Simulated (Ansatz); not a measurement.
# AlN: the cost of one run

Method: DFT r2SCAN, scalar-relativistic, plane waves, PAW, in Ansatz 0.2.0.

1 further run of the same task is left out (set aside as unsound or not needed). Runs told in other sessions of the task aren't counted.

## (1) Starting point

It takes space group F-43m (No. 216, cubic). The conventional cell has a = 4.370 Å, b = 4.370 Å, c = 4.370 Å, α = 90.00°, β = 90.00°, γ = 90.00°. Al (site symmetry -43m) is surrounded by 4 N at 1.89 Å. N (site symmetry -43m) has 4 Al at 1.89 Å in its first shell of neighbours.

Coordinates:

```xyz
2
Lattice="0.0000 2.1849 2.1849 2.1849 0.0000 2.1849 2.1849 2.1849 0.0000" Properties=species:S:1:pos:R:3 pbc="T T T"
Al    0.0000    0.0000    0.0000
N     3.2774    3.2774    3.2774
```

It goes back to an entry of the Materials Project, which need not be the stable form.

This cell was relaxed beforehand with the same method: volume 10.43 Å³/atom, gap on the mesh 3.94 eV.

## (2) Zero of the scan

input.yaml

```yaml
crystal:
  lattice:
    - [0.0, 2.1849006282, 2.1849006282]
    - [2.1849006282, 0.0, 2.1849006282]
    - [2.1849006282, 2.1849006282, 0.0]
  atoms:
    - { symbol: Al, position: [0.0, 0.0, 0.0] }
    - { symbol: "N", position: [0.75, 0.75, 0.75] }
basis:
  ecutwfc: 500
kpoints:
  mp_grid: { grid: [10, 10, 10] }
hamiltonian:
  xc: r2scan
scf:
  occupations: { method: gaussian, width: 0.05 }
output:
  forces: true
  stress: true
  eigenvalues: true
```

Launch:

```console
ansatz run input.yaml --threads 1 --pin off --max-ram 2560MiB --backend cpu --events-out ev --progress --plain --runs-dir out
```

Q: Estimate wall time and peak memory on 1 thread of Intel Xeon at 2.50GHz (Skylake/Cascade Lake), shared host.

About 4.5 s, with a peak of 0.35 GiB.
